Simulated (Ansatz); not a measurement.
**CH6SeSn: single points with varied inputs**

How do the results and run time of CH6SeSn respond when the settings are drawn wide?

Computed with Ansatz 0.2.0, Gaussian basis. Level: the settings change from run to run.

## Step 1: The relaxed structure

An earlier PBE0-D4 in a triple-zeta def2 set relaxation fixed the geometry. Sn takes a core potential in def2 sets; no spin-orbit term is included.

SMILES `C[Se][SnH3]`, 9 atoms, charge 0, spin multiplicity 1.

Atoms are counted from 1 here; the program's logs count them from 0.

Bond lengths: C1–Se2 1.960 Å, C1–H4 1.088 Å, C1–H5 1.088 Å, C1–H6 1.089 Å, Se2–Sn3 2.522 Å, Sn3–H7 1.709 Å, Sn3–H8 1.702 Å, Sn3–H9 1.709 Å. Angles: Se2–C1–H4 110.7°, Se2–C1–H5 110.7°, Se2–C1–H6 106.1°, H4–C1–H5 110.6°, H4–C1–H6 109.3°, H5–C1–H6 109.3°, C1–Se2–Sn3 96.9°, Se2–Sn3–H7 109.1°, Se2–Sn3–H8 107.0°, Se2–Sn3–H9 109.4°, H7–Sn3–H8 111.1°, H7–Sn3–H9 109.0°, H8–Sn3–H9 111.0°.

## Step 2: wPBEh/def2-SVP

Options: density fitting with def2-universal-jkfit, a grid of angular degree 47, the search for lower states set to light.

Input file in.yaml:

```yaml
crystal:
  periodic: [false, false, false]
  atoms:
    - {symbol: C, position_ang: [-0.722173, 1.123474, -1.054075]}
    - {symbol: Se, position_ang: [-0.510367, -0.820040, -1.188622]}
    - {symbol: Sn, position_ang: [0.711658, -1.144472, 0.993272]}
    - {symbol: H, position_ang: [-1.320625, 1.385733, -0.183790]}
    - {symbol: H, position_ang: [0.248718, 1.613479, -1.013672]}
    - {symbol: H, position_ang: [-1.244924, 1.433360, -1.957628]}
    - {symbol: H, position_ang: [2.138032, -0.203281, 0.981612]}
    - {symbol: H, position_ang: [1.071560, -2.803478, 1.121264]}
    - {symbol: H, position_ang: [-0.283379, -0.630974, 2.284340]}
basis:
  gaussian: {orbitals: def2-SVP, fitting: {mean_field: def2-universal-jkfit}, final_grid: {core_spheres: 20, valence_spheres: 16, degree: 47}}
hamiltonian: {xc: {name: wPBEh}}
scf: {lower_state_search: light}
output: {forces: true}
```

Launch:

```sh
$ ansatz run in.yaml --threads 4 --pin off --events-out ev --progress --plain --max-ram 10444MiB
```

Standard output, cut to the lines that bear on the results:

```text
Functional definition: wPBEh
  name "wPBEh"
  cite "Heyd, Scuseria & Ernzerhof, J. Chem. Phys. 118, 8207 (2003) doi:10.1063/1.1564060"
  cite "Krukau, Vydrov, Izmaylov & Scuseria, J. Chem. Phys. 125, 224106 (2006) doi:10.1063/1.2404663"
  cite "Heyd & Scuseria, J. Chem. Phys. 120, 7274 (2004) doi:10.1063/1.1668634"
  cite "Ernzerhof & Perdew, J. Chem. Phys. 109, 3313 (1998) doi:10.1063/1.476928"
  cite "Perdew, Burke & Ernzerhof, Phys. Rev. Lett. 77, 3865 (1996) doi:10.1103/PhysRevLett.77.3865"
  parent pbe
[...]
667 factors; integrals over basis functions are off by at most 3.6e-1 eV
667 factors; integrals over basis functions are off by at most 1.8e-7 eV
[...]
mean field -72297.71606584 eV, -2656.8920602674 hartree, gradient 2.5e-5 eV, S^2 0.000000; 0 other end points of the search recorded, 0 dependent functions left out
[...]
reference -72297.71610545 eV, -2656.8920617233 hartree; 34, 34 occupied and 68, 68 virtual orbitals, 667 factors
Total energy: -72297.71610545 eV, -2656.8920617233 hartree
Atom 0 at    -0.722173     1.123474    -1.054075 Å, force     0.043379    -0.317545    -0.004403 eV/Å
Atom 1 at    -0.510367    -0.820040    -1.188622 Å, force    -0.102540    -0.049456    -0.206789 eV/Å
Atom 2 at     0.711658    -1.144472     0.993272 Å, force     0.046222    -0.004132     0.087233 eV/Å
Atom 3 at    -1.320625     1.385733    -0.183790 Å, force    -0.184289     0.113162     0.251374 eV/Å
Atom 4 at     0.248718     1.613479    -1.013672 Å, force     0.277888     0.180751     0.007140 eV/Å
Atom 5 at    -1.244924     1.433360    -1.957628 Å, force    -0.152301     0.109124    -0.257209 eV/Å
Atom 6 at     2.138032    -0.203281     0.981612 Å, force     0.114352     0.061679     0.007745 eV/Å
Atom 7 at     1.071560    -2.803478     1.121264 Å, force     0.026093    -0.124024     0.008805 eV/Å
Atom 8 at    -0.283379    -0.630974     2.284340 Å, force    -0.068804     0.030441     0.106103 eV/Å
Dipole moment:     0.053369     0.228090     0.160835 e Å
```

Run time: 2.8 s. Hardware: 4 threads of Arm Neoverse V1, shared host.

Largest force 0.332 eV/Å, dipole 1.36 D.

## Step 3: rPW86-PBE/STO-3G

This run has charge +1, multiplicity 2, atoms shaken by 0.15 Å, D3(BJ) with three-body dispersion.

Input file in.yaml:

```yaml
crystal:
  periodic: [false, false, false]
  atoms:
    - {symbol: C, position_ang: [-0.707965, 1.275176, -1.086090]}
    - {symbol: Se, position_ang: [-0.662936, -0.513202, -0.971682]}
    - {symbol: Sn, position_ang: [0.467258, -0.986524, 0.966351]}
    - {symbol: H, position_ang: [-1.115748, 1.491564, -0.256192]}
    - {symbol: H, position_ang: [0.291821, 1.620450, -1.067308]}
    - {symbol: H, position_ang: [-1.331412, 1.238355, -2.110772]}
    - {symbol: H, position_ang: [2.246090, -0.258919, 1.023366]}
    - {symbol: H, position_ang: [1.105682, -2.826845, 1.153086]}
    - {symbol: H, position_ang: [-0.191651, -0.636215, 2.460390]}
basis:
  gaussian: {orbitals: STO-3G}
total_charge: 1
magnetization: {spin_polarized: true, initial_magnetization: 1}
hamiltonian: {xc: {name: rPW86-PBE}, dispersion: d3bjatm}
output: {forces: true}
```

Launched as before.

Standard output, cut to the lines that bear on the results:

```text
Functional definition: rPW86-PBE
  name "rPW86-PBE"
  cite "Murray, Lee & Langreth, J. Chem. Theory Comput. 5, 2754 (2009) doi:10.1021/ct900365q"
  cite "Perdew, Burke & Ernzerhof, Phys. Rev. Lett. 77, 3865 (1996) doi:10.1103/PhysRevLett.77.3865"
  parent pbe
[...]
691 factors; integrals over basis functions are off by at most 3.5e-5 eV
[...]
mean field -228115.78494347 eV, -8383.1004742400 hartree, gradient 3.8e-5 eV, S^2 0.753367; 3 other end points of the search recorded, 0 dependent functions left out
[...]
reference -228115.78502099 eV, -8383.1004770888 hartree; 48, 47 occupied and 8, 9 virtual orbitals, 691 factors
Total energy: -228115.98805422 eV, -8383.1079384224 hartree
Atom 0 at    -0.707965     1.275176    -1.086090 Å, force     0.649253    -1.065634    -9.937951 eV/Å
Atom 1 at    -0.662936    -0.513202    -0.971682 Å, force    -0.921042    -5.736421    -2.475993 eV/Å
Atom 2 at     0.467258    -0.986524     0.966351 Å, force     5.651232    -3.549635     4.852533 eV/Å
Atom 3 at    -1.115748     1.491564    -0.256192 Å, force    -4.884017     3.848105     7.410565 eV/Å
Atom 4 at     0.291821     1.620450    -1.067308 Å, force     1.797050     1.509035    -0.870003 eV/Å
Atom 5 at    -1.331412     1.238355    -2.110772 Å, force     1.464311     2.457898     2.534699 eV/Å
Atom 6 at     2.246090    -0.258919     1.023366 Å, force    -2.379944    -0.434415    -0.250456 eV/Å
Atom 7 at     1.105682    -2.826845     1.153086 Å, force    -1.416554     2.723616    -0.620607 eV/Å
Atom 8 at    -0.191651    -0.636215     2.460390 Å, force     0.039711     0.247452    -0.642789 eV/Å
Dipole moment:    -0.078614     0.443526    -0.119021 e Å
```

Run time: 3.3 s. Hardware: 4 threads of Arm Neoverse V1, shared host.

Largest force 10.016 eV/Å, ⟨S²⟩ 0.753.

## Step 4: RPBE/def2-SVPD

This run has a grid of angular degree 47.

Input file in.yaml:

```yaml
crystal:
  periodic: [false, false, false]
  atoms:
    - {symbol: C, position_ang: [-0.722173, 1.123474, -1.054075]}
    - {symbol: Se, position_ang: [-0.510367, -0.820040, -1.188622]}
    - {symbol: Sn, position_ang: [0.711658, -1.144472, 0.993272]}
    - {symbol: H, position_ang: [-1.320625, 1.385733, -0.183790]}
    - {symbol: H, position_ang: [0.248718, 1.613479, -1.013672]}
    - {symbol: H, position_ang: [-1.244924, 1.433360, -1.957628]}
    - {symbol: H, position_ang: [2.138032, -0.203281, 0.981612]}
    - {symbol: H, position_ang: [1.071560, -2.803478, 1.121264]}
    - {symbol: H, position_ang: [-0.283379, -0.630974, 2.284340]}
basis:
  gaussian: {orbitals: def2-SVPD, final_grid: {core_spheres: 20, valence_spheres: 16, degree: 47}}
hamiltonian: {xc: {name: RPBE}}
output: {forces: true}
```

Launched as before.

Standard output, cut to the lines that bear on the results:

```text
Functional definition: RPBE
  name "RPBE"
  cite "Hammer, Hansen & Nørskov, Phys. Rev. B 59, 7413 (1999) doi:10.1103/PhysRevB.59.7413"
  cite "Perdew, Burke & Ernzerhof, Phys. Rev. Lett. 77, 3865 (1996) doi:10.1103/PhysRevLett.77.3865"
[...]
1357 factors; their error is unknown
[...]
mean field -72305.25004319 eV, -2657.1689288284 hartree, gradient 4.8e-5 eV, S^2 0.000000; 0 other end points of the search recorded, 0 dependent functions left out
[...]
reference -72305.25010298 eV, -2657.1689310256 hartree; 34, 34 occupied and 107, 107 virtual orbitals, 1357 factors
Total energy: -72305.25010298 eV, -2657.1689310256 hartree
Atom 0 at    -0.722173     1.123474    -1.054075 Å, force     0.020502    -0.100517     0.012796 eV/Å
Atom 1 at    -0.510367    -0.820040    -1.188622 Å, force    -0.242981    -0.489921    -0.587918 eV/Å
Atom 2 at     0.711658    -1.144472     0.993272 Å, force     0.149369    -0.060526     0.262477 eV/Å
Atom 3 at    -1.320625     1.385733    -0.183790 Å, force    -0.322471     0.194734     0.439164 eV/Å
Atom 4 at     0.248718     1.613479    -1.013672 Å, force     0.486358     0.312583     0.011032 eV/Å
Atom 5 at    -1.244924     1.433360    -1.957628 Å, force    -0.266569     0.194247    -0.450043 eV/Å
Atom 6 at     2.138032    -0.203281     0.981612 Å, force     0.290820     0.181072     0.013994 eV/Å
Atom 7 at     1.071560    -2.803478     1.121264 Å, force     0.071775    -0.329497     0.027246 eV/Å
Atom 8 at    -0.283379    -0.630974     2.284340 Å, force    -0.186804     0.097824     0.271251 eV/Å
Dipole moment:     0.038816     0.228415     0.133911 e Å
```

Run time: 2.8 s. Hardware: 4 threads of Arm Neoverse V1, shared host.

Largest force 0.803 eV/Å, dipole 1.29 D.

## Step 5: r2SCAN/x2c-TZVPPall

Changes to in.yaml since step 4:

```diff
@@ -13,4 +13,4 @@
 basis:
-  gaussian: {orbitals: def2-SVPD, final_grid: {core_spheres: 20, valence_spheres: 16, degree: 47}}
-hamiltonian: {xc: {name: RPBE}}
+  gaussian: {orbitals: x2c-TZVPPall}
+hamiltonian: {xc: {name: r2SCAN}}
 output: {forces: true}
```

Same command.

Standard output, cut to the lines that bear on the results:

```text
Functional definition: r2SCAN
  name "r2SCAN"
  cite "Furness, Kaplan, Ning, Perdew & Sun, J. Phys. Chem. Lett. 11, 8208 (2020) doi:10.1021/acs.jpclett.0c02405"
  cite "Furness, Kaplan, Ning, Perdew & Sun, J. Phys. Chem. Lett. 11, 9248 (2020) doi:10.1021/acs.jpclett.0c03077"
  parent r2scan
[...]
1481 factors; their error is unknown
[...]
mean field -235331.10689604 eV, -8648.2586652762 hartree, gradient 2.3e-5 eV, S^2 0.000000; 0 other end points of the search recorded, 0 dependent functions left out
[...]
reference -235331.10690834 eV, -8648.2586657279 hartree; 48, 48 occupied and 175, 175 virtual orbitals, 1481 factors
Total energy: -235331.10690834 eV, -8648.2586657279 hartree
Relativity: scalar
Atom 0 at    -0.722173     1.123474    -1.054075 Å, force    -0.016288     0.216176     0.028743 eV/Å
Atom 1 at    -0.510367    -0.820040    -1.188622 Å, force    -0.017933    -0.170690    -0.082303 eV/Å
Atom 2 at     0.711658    -1.144472     0.993272 Å, force     0.001658     0.004987     0.003940 eV/Å
Atom 3 at    -1.320625     1.385733    -0.183790 Å, force     0.015980    -0.010412    -0.021120 eV/Å
Atom 4 at     0.248718     1.613479    -1.013672 Å, force    -0.023861    -0.015828    -0.000122 eV/Å
Atom 5 at    -1.244924     1.433360    -1.957628 Å, force     0.013936    -0.024775     0.020499 eV/Å
Atom 6 at     2.138032    -0.203281     0.981612 Å, force     0.044423     0.026952     0.005321 eV/Å
Atom 7 at     1.071560    -2.803478     1.121264 Å, force     0.007816    -0.041987     0.001980 eV/Å
Atom 8 at    -0.283379    -0.630974     2.284340 Å, force    -0.025732     0.015576     0.043061 eV/Å
Dipole moment:     0.039196     0.235039     0.136327 e Å
```

Run time: 6 s. Hardware: 4 threads of Arm Neoverse V1, shared host.

Largest force 0.219 eV/Å, dipole 1.32 D.

## Step 6: revPBE/def2-mTZVP

Changes to in.yaml since step 5:

```diff
@@ -13,4 +13,3 @@
 basis:
-  gaussian: {orbitals: x2c-TZVPPall}
-hamiltonian: {xc: {name: r2SCAN}}
-output: {forces: true}
+  gaussian: {orbitals: def2-mTZVP}
+hamiltonian: {xc: {name: revPBE}}
```

Same command.

Standard output:

```text
Functional definition: revPBE
  name "revPBE"
  cite "Zhang & Yang, Phys. Rev. Lett. 80, 890 (1998) doi:10.1103/PhysRevLett.80.890"
  cite "Perdew, Burke & Ernzerhof, Phys. Rev. Lett. 77, 3865 (1996) doi:10.1103/PhysRevLett.77.3865"
  parameter kappa = 1.245
  parameter beta = 0.06672455060314922
  exchange = pbe_x(kappa = kappa, mu = beta*pi^2/3)
  correlation = pbe_c(beta = beta)
1195 factors; their error is unknown
mean field evaluation 1: about -72304.2379 eV, gradient 5.7e1 eV
mean field evaluation 2: about -72291.1599 eV, gradient 8.2e1 eV
mean field evaluation 4: about -72311.6197 eV, gradient 4.0e0 eV
mean field evaluation 8: about -72311.6824 eV, gradient 8.2e-2 eV
mean field evaluation 16: about -72311.6182 eV, gradient 9.2e-5 eV
mean field -72311.61823382 eV, -2657.4029555176 hartree, gradient 2.4e-5 eV, S^2 0.000000; 0 other end points of the search recorded, 0 dependent functions left out
reference -72311.61829748 eV, -2657.4029578571 hartree; 34, 34 occupied and 75, 75 virtual orbitals, 1195 factors
Total energy: -72311.61829748 eV, -2657.4029578571 hartree
```

Wall time 1 s (4 threads of Arm Neoverse V1, shared host).

## Step 7: PBE0-DH/x2c-TZVPPall

Set apart from the defaults: high accuracy.

Changes to in.yaml since step 6:

```diff
@@ -13,3 +13,4 @@
 basis:
-  gaussian: {orbitals: def2-mTZVP}
-hamiltonian: {xc: {name: revPBE}}
+  gaussian: {orbitals: x2c-TZVPPall}
+hamiltonian: {xc: {name: PBE0-DH}}
+accuracy: high
```

Launched as before.

Standard output, cut to the lines that bear on the results:

```text
Functional definition: PBE0-DH
  name "PBE0-DH"
  cite "Brémond & Adamo, J. Chem. Phys. 135, 024106 (2011) doi:10.1063/1.3604569"
  cite "Perdew, Burke & Ernzerhof, Phys. Rev. Lett. 77, 3865 (1996) doi:10.1103/PhysRevLett.77.3865"
[...]
3901 factors; integrals over basis functions are off by at most 1.8e-8 eV
[...]
mean field -235301.62220335 eV, -8647.1751228053 hartree, gradient 2.4e-8 eV, S^2 0.000000; 0 other end points of the search recorded, 0 dependent functions left out
28 core orbitals not correlated: weight in the atoms' cores, before any rotation towards them, 1.000 or more for the frozen orbitals, at most 0.000 for the correlated occupied ones
reference -235301.62220527 eV, -8647.1751228758 hartree; 20, 20 occupied and 175, 175 virtual orbitals, 3901 factors
second order -26.80205056 eV of doubles, -0.00000000 eV of singles
Total energy: -235304.97246159 eV, -8647.2982425247 hartree
Relativity: scalar
```

Wall time 20 s (4 threads of Arm Neoverse V1, shared host); peak memory 1.5 GiB.

## Step 8: BLYP/ANO-RCC-VTZP

Options: a grid of angular degree 23, D3(BJ) dispersion, relativity set to scalar, high accuracy.

Changes to in.yaml since step 7:

```diff
@@ -13,4 +13,5 @@
 basis:
-  gaussian: {orbitals: x2c-TZVPPall}
-hamiltonian: {xc: {name: PBE0-DH}}
+  gaussian: {orbitals: ANO-RCC-VTZP, final_grid: {core_spheres: 8, valence_spheres: 7, degree: 23}}
+hamiltonian: {xc: {name: BLYP}, dispersion: d3bj, pseudopotentials: {relativity: scalar}}
 accuracy: high
+output: {forces: true}
```

Launched as before.

Standard output, cut to the lines that bear on the results:

```text
Functional definition: BLYP
  name "BLYP"
  cite "Becke, Phys. Rev. A 38, 3098 (1988) doi:10.1103/PhysRevA.38.3098"
  cite "Lee, Yang & Parr, Phys. Rev. B 37, 785 (1988) doi:10.1103/PhysRevB.37.785"
[...]
4271 factors; integrals over basis functions are off by at most 4.9e-9 eV
[...]
mean field -235335.28832652 eV, -8648.4123300121 hartree, gradient 3.0e-8 eV, S^2 0.000000; 0 other end points of the search recorded, 0 dependent functions left out
[...]
reference -235335.28839257 eV, -8648.4123324391 hartree; 48, 48 occupied and 177, 177 virtual orbitals, 4271 factors
Total energy: -235335.73380008 eV, -8648.4287008635 hartree
Relativity: scalar
Atom 0 at    -0.722173     1.123474    -1.054075 Å, force    -0.059549     0.559670     0.040238 eV/Å
Atom 1 at    -0.510367    -0.820040    -1.188622 Å, force    -0.199635    -0.628850    -0.542861 eV/Å
Atom 2 at     0.711658    -1.144472     0.993272 Å, force     0.142332    -0.041313     0.250440 eV/Å
Atom 3 at    -1.320625     1.385733    -0.183790 Å, force    -0.055956     0.039287     0.097172 eV/Å
Atom 4 at     0.248718     1.613479    -1.013672 Å, force     0.100088     0.061150     0.015601 eV/Å
Atom 5 at    -1.244924     1.433360    -1.957628 Å, force    -0.059754     0.036448    -0.102234 eV/Å
Atom 6 at     2.138032    -0.203281     0.981612 Å, force     0.212611     0.136928     0.014067 eV/Å
Atom 7 at     1.071560    -2.803478     1.121264 Å, force     0.054735    -0.238911     0.025520 eV/Å
Atom 8 at    -0.283379    -0.630974     2.284340 Å, force    -0.134872     0.075591     0.202057 eV/Å
Dipole moment:     0.033351     0.216030     0.120255 e Å
```

Wall time 3.1 min (4 threads of Arm Neoverse V1, shared host); peak memory 1.7 GiB.

Largest force 0.854 eV/Å, dipole 1.20 D.

## Step 9: wPBEh/def2-SVP

This run has coordinates scaled by 1.25.

Input file in.yaml:

```yaml
crystal:
  periodic: [false, false, false]
  atoms:
    - {symbol: C, position_ang: [-0.902717, 1.404342, -1.317593]}
    - {symbol: Se, position_ang: [-0.637958, -1.025050, -1.485777]}
    - {symbol: Sn, position_ang: [0.889573, -1.430590, 1.241590]}
    - {symbol: H, position_ang: [-1.650781, 1.732167, -0.229737]}
    - {symbol: H, position_ang: [0.310897, 2.016848, -1.267090]}
    - {symbol: H, position_ang: [-1.556155, 1.791700, -2.447035]}
    - {symbol: H, position_ang: [2.672540, -0.254101, 1.227015]}
    - {symbol: H, position_ang: [1.339450, -3.504347, 1.401579]}
    - {symbol: H, position_ang: [-0.354224, -0.788718, 2.855425]}
basis:
  gaussian: {orbitals: def2-SVP}
hamiltonian: {xc: {name: wPBEh}}
```

Same command.

Standard output, cut to the lines that bear on the results:

```text
Functional definition: wPBEh
  name "wPBEh"
  cite "Heyd, Scuseria & Ernzerhof, J. Chem. Phys. 118, 8207 (2003) doi:10.1063/1.1564060"
  cite "Krukau, Vydrov, Izmaylov & Scuseria, J. Chem. Phys. 125, 224106 (2006) doi:10.1063/1.2404663"
  cite "Heyd & Scuseria, J. Chem. Phys. 120, 7274 (2004) doi:10.1063/1.1668634"
  cite "Ernzerhof & Perdew, J. Chem. Phys. 109, 3313 (1998) doi:10.1063/1.476928"
  cite "Perdew, Burke & Ernzerhof, Phys. Rev. Lett. 77, 3865 (1996) doi:10.1103/PhysRevLett.77.3865"
  parent pbe
[...]
1111 factors; integrals over basis functions are off by at most 6.9e-4 eV
91 factors; integrals over basis functions are off by at most 6.4e-7 eV
[...]
mean field -72291.27052497 eV, -2656.6551910096 hartree, gradient 2.8e-5 eV, S^2 0.000000; 0 other end points of the search recorded, 0 dependent functions left out
reference -72291.27056948 eV, -2656.6551926454 hartree; 34, 34 occupied and 68, 68 virtual orbitals, 1111 factors
Total energy: -72291.27056948 eV, -2656.6551926454 hartree
```

Run time: 1.4 s. Hardware: 4 threads of Arm Neoverse V1, shared host.

## Step 10: The runs in one table

```csv
level,charge,multiplicity,geometry,functions,energy (eV),time
wPBEh/def2-SVP,0,1,relaxed,102,-72297.716,2.8 s
rPW86-PBE/STO-3G,1,2,shaken,56,-228115.988,3.3 s
RPBE/def2-SVPD,0,1,relaxed,141,-72305.250,2.8 s
r2SCAN/x2c-TZVPPall,0,1,relaxed,223,-235331.107,6 s
revPBE/def2-mTZVP,0,1,relaxed,109,-72311.618,1 s
PBE0-DH/x2c-TZVPPall,0,1,relaxed,223,-235304.972,20 s
BLYP/ANO-RCC-VTZP,0,1,relaxed,225,-235335.734,3.1 min
wPBEh/def2-SVP,0,1,scaled,102,-72291.271,1.4 s
```

## Step 11: What came out

```
                                         quantity                       value
                                             runs                           8
                                         quickest      revPBE/def2-mTZVP, 1 s
                                          slowest  BLYP/ANO-RCC-VTZP, 3.1 min
spread of total energies, same state and geometry                 163038.0 eV
                  dipole, same state and geometry              1.20 to 1.36 D
```

What this shows: BLYP/ANO-RCC-VTZP took 184 times as long as revPBE/def2-mTZVP. The jobs differ in tasks and options as well as level. The totals spread over 163038 eV; they can't be compared across methods or bases. Some of these runs are scalar-relativistic and others not, which shifts the totals of all-electron atoms past neon by eV; core potentials, where a basis has them, take the core out of the total altogether. At the PBE0-D4/def2-TZVP geometry and in the same state, runs without warnings or point charges leave forces up to 0.85 eV/Å (BLYP/ANO-RCC-VTZP). At that geometry and state the dipole changes by 14 % between the lowest and highest value.
